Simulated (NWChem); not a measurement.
## Plane-wave run on NaI (space group Fm-3m)

```xyz
2
Lattice="0.0000 3.2187 3.2187 3.2187 0.0000 3.2187 3.2187 3.2187 0.0000" Properties=species:S:1:pos:R:3 pbc="T T T"
Na     0.0000     0.0000     0.0000
I      3.2187     3.2187     3.2187
```

All runs are NWChem calculations. Origin of the cell: Materials Project cell, not relaxed here.

Norm-conserving pseudopotentials with valence charges Na 1, I 7, fixed occupations, no spin-orbit coupling, density cut at twice the wavefunction cutoff.

The filled d shells of I are in the core.

Level: LDA (Vosko), Troullier-Martins, cutoff 30 Ha, density from a 4×4×4 mesh. Bands run along Γ–X–U|K–Γ–L–W–X with k in units of the cell's reciprocal vectors.

Task: What gap does the band structure show, and how wide is the group of occupied bands?

Result: It shows a direct gap along this path of 3.35 eV at Γ. The 4 occupied bands reach 11.2 eV below the valence-band top.
